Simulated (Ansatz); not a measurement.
# ClH3Sn: the cost of one run

Program: Ansatz 0.2.0. Level of theory: RKS PBE/def2-TZVP. These are calculated values, not measurements.

## Step 1: The starting structure

Bond lengths: Sn1–Cl2 2.610 Å, Sn1–H3 1.940 Å, Sn1–H4 1.739 Å, Sn1–H5 1.739 Å. Angles: Cl2–Sn1–H3 45.6°, Cl2–Sn1–H4 123.0°, Cl2–Sn1–H5 123.0°, H3–Sn1–H4 121.2°, H3–Sn1–H5 121.2°, H4–Sn1–H5 109.5°.

Coordinates:

```xyz
5

Sn    0.0000    0.0000    0.0000
Cl    1.5152    0.0000    2.1251
H     1.9164    0.0000    0.3021
H    -0.8195    1.4198   -0.5794
H    -0.8195   -1.4198   -0.5794
```

## Step 2: Pulling towards end A

Springs on the bonds that form and break draw the guess towards this end; the thresholds are loose.

Input file input.yaml:

```yaml
crystal:
  periodic: [false, false, false]
  atoms:
    - { symbol: Sn, position_ang: [0.0, 0.0, 0.0] }
    - { symbol: Cl, position_ang: [1.5152, 0.0, 2.1251] }
    - { symbol: H, position_ang: [1.9164, 0.0, 0.3021] }
    - { symbol: H, position_ang: [-0.8195, 1.4198, -0.5794] }
    - { symbol: H, position_ang: [-0.8195, -1.4198, -0.5794] }
basis:
  gaussian: { orbitals: def2-TZVP }
hamiltonian:
  xc: pbe
relax:
  f_tol: 0.15
  max_steps: 25
  restrain:
    - { distance: [1, 2], at: 2.57, k: 30.0 }
    - { distance: [0, 1], at: 2.41, k: 30.0 }
    - { distance: [0, 2], at: 1.74, k: 30.0 }
```

Launch:

```
$ ansatz run input.yaml --threads 2 --pin off --max-ram 3072MiB --backend cpu --events-out ev --progress --plain --runs-dir out
```

**Question.** How long does this run take on 2 threads of Arm Neoverse V1, shared host, and how much memory does it need?

About 7.9 s, with a peak of 0.16 GiB.
